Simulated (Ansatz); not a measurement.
# C8H16: one species, many methods

Aim: compute C8H16 with functionals from several rungs and with coupled cluster. The yardstick is the atomisation energy at the CCSD(T) limit.

The runs use Ansatz 0.2.0, Gaussian basis; functionals in def2-TZVPP, the program's frozen cores in correlated methods.

Plan: LDA (SPW92), PBE-D4, revPBE-D4, BLYP-D4, r2SCAN-D4, B97M-V, PBE0-D4, B3LYP-D4, r2SCANh-D4, r2SCAN0-D4, HSE06-D4, BHLYP-D4, CAM-B3LYP-D4, LC-ωPBE, ωB97X-V, ωB97M-V, B2PLYP, PBE-QIDH; CCSD(T)/def2-SVP; CCSD(T)/def2-TZVPP; MP2/def2-QZVPP; extrapolation to the limit; RPA on PBE.

## (1) Structure used throughout

The geometry comes from an earlier relaxation with PBE0-D4 in a triple-zeta def2 set; it is a stationary point, not always the lowest conformer.

24 atoms, charge 0, spin multiplicity 1.

Atoms are counted from 1 here; the program's logs count them from 0.

Bond lengths: C1–C2 1.518 Å, C1–H9 1.095 Å, C1–H10 1.093 Å, C1–H11 1.093 Å, C2–C3 1.525 Å, C2–C8 1.525 Å, C2–H12 1.100 Å, C3–C4 1.523 Å, C3–H13 1.097 Å, C3–H14 1.095 Å, C4–C5 1.529 Å, C4–H15 1.095 Å, C4–H16 1.097 Å, C5–C6 1.524 Å, C5–C7 1.529 Å, C5–H17 1.097 Å, C6–H18 1.093 Å, C6–H19 1.092 Å and more. Angles: C2–C1–H9 110.7°, C2–C1–H10 111.4°, C2–C1–H11 111.4°, H9–C1–H10 107.6°, H9–C1–H11 107.6°, H10–C1–H11 107.9°, C1–C2–C3 111.6°, C1–C2–C8 111.6°, C1–C2–H12 108.3°, C3–C2–C8 110.1°, C3–C2–H12 107.5°, C8–C2–H12 107.5°, C2–C3–C4 112.0°, C2–C3–H13 108.8°, C2–C3–H14 109.8°, C4–C3–H13 110.2°, C4–C3–H14 109.9°, H13–C3–H14 106.0° and more.

## (2) LDA

This LDA is Slater exchange with PW92 correlation.

The input, in.yaml:

```yaml
crystal:
  periodic: [false, false, false]
  atoms:
    - {symbol: C, position_ang: [1.008895, -2.520696, -0.238235]}
    - {symbol: C, position_ang: [0.761054, -1.127879, 0.312588]}
    - {symbol: C, position_ang: [1.182591, -0.048364, -0.678196]}
    - {symbol: C, position_ang: [0.922329, 1.352343, -0.140664]}
    - {symbol: C, position_ang: [-0.534513, 1.565845, 0.272818]}
    - {symbol: C, position_ang: [-1.466680, 1.661217, -0.928473]}
    - {symbol: C, position_ang: [-0.959189, 0.467925, 1.249118]}
    - {symbol: C, position_ang: [-0.697694, -0.932197, 0.710661]}
    - {symbol: H, position_ang: [0.418343, -2.688351, -1.144689]}
    - {symbol: H, position_ang: [2.061233, -2.666178, -0.496867]}
    - {symbol: H, position_ang: [0.730697, -3.291481, 0.485621]}
    - {symbol: H, position_ang: [1.371157, -1.001089, 1.219251]}
    - {symbol: H, position_ang: [0.638393, -0.199939, -1.618865]}
    - {symbol: H, position_ang: [2.244260, -0.162259, -0.921426]}
    - {symbol: H, position_ang: [1.212866, 2.103171, -0.882884]}
    - {symbol: H, position_ang: [1.563375, 1.516456, 0.734125]}
    - {symbol: H, position_ang: [-0.592651, 2.523580, 0.803584]}
    - {symbol: H, position_ang: [-2.494701, 1.852277, -0.609155]}
    - {symbol: H, position_ang: [-1.474204, 0.744467, -1.522045]}
    - {symbol: H, position_ang: [-1.165475, 2.477084, -1.590992]}
    - {symbol: H, position_ang: [-0.399675, 0.593697, 2.184134]}
    - {symbol: H, position_ang: [-2.017836, 0.584568, 1.503491]}
    - {symbol: H, position_ang: [-0.980792, -1.678200, 1.460733]}
    - {symbol: H, position_ang: [-1.331753, -1.126009, -0.163634]}
basis:
  gaussian: {orbitals: def2-TZVPP}
hamiltonian: {xc: lda}
output: {orbitals: {seedname: orbitals}}
```

Command:

```sh
$ ansatz run in.yaml --threads 4 --pin off --events-out ev --progress --plain --max-ram 66560MiB --backend cuda --devices 0, --max-vram 37GiB
```

Further steps of the session: PBE-D4 (GGA); revPBE-D4 (GGA); BLYP-D4 (GGA); r2SCAN-D4 (meta-GGA); B97M-V (meta-GGA); PBE0-D4 (hybrid); B3LYP-D4 (hybrid); r2SCANh-D4 (hybrid); r2SCAN0-D4 (hybrid); HSE06-D4 (hybrid); BHLYP-D4 (hybrid); CAM-B3LYP-D4 (range-separated); LC-ωPBE (range-separated); ωB97X-V (range-separated); ωB97M-V (range-separated); B2PLYP (double hybrid); PBE-QIDH (double hybrid); CCSD(T) in def2-SVP; CCSD(T) in def2-TZVPP; MP2 in def2-QZVPP; RPA on PBE orbitals.

Q: Predict the results of all the runs planned. Wanted: atomisation energy, CCSD(T)/CBS; farthest beyond LDA; mean size of error, GGA; mean size of error, meta-GGA; mean size of error, hybrid; mean size of error, range-separated; mean size of error, double hybrid; gap, smallest and largest; T1 diagnostic.

As calculated:

```
                               quantity                                                                                                              value
        atomisation energy, CCSD(T)/CBS                                                                                                         102.115 eV
    functionals within 0.511 eV (0.5 %)  revPBE-D4, r2SCAN-D4, B97M-V, B3LYP-D4, r2SCANh-D4, r2SCAN0-D4, CAM-B3LYP-D4, LC-ωPBE, ωB97X-V, ωB97M-V, PBE-QIDH
                    farthest beyond LDA                                                                                               BHLYP-D4 (-2.024 eV)
                mean size of error, GGA                                                                                                           0.910 eV
           mean size of error, meta-GGA                                                                                                           0.235 eV
             mean size of error, hybrid                                                                                                           0.753 eV
    mean size of error, range-separated                                                                                                           0.293 eV
      mean size of error, double hybrid                                                                                                           0.635 eV
              gap, smallest and largest                                                                          7.00 eV (LDA (SPW92)), 13.92 eV (LC-ωPBE)
                          T1 diagnostic                                                                                                             0.0088
triples share of the correlation energy                                                                                                              4.0 %
```

The LDA atomisation energy is off by 13.721 eV (13 %): it overbinds. PBE-D4 misses by +1.935 eV. Double hybrids carry the basis error of their MP2 part in triple zeta, and no dispersion term here, so their miss is partly the set-up's. The rungs meta-GGA, range-separated miss on average by less than the doubt on the reference (0.511 eV), so they tie. Misses under about 0.511 eV are within the doubt on the reference itself, which lacks core-valence correlation, relativity and higher excitations. Hartree-Fock recovers 76 % of the binding; the rest is correlation. CCSD(T) in def2-SVP is off by -3.344 eV, so the small basis spoils what the method gains. The gap grows from 7.0 to 13.9 eV across the functionals, mostly with the share of exact exchange.
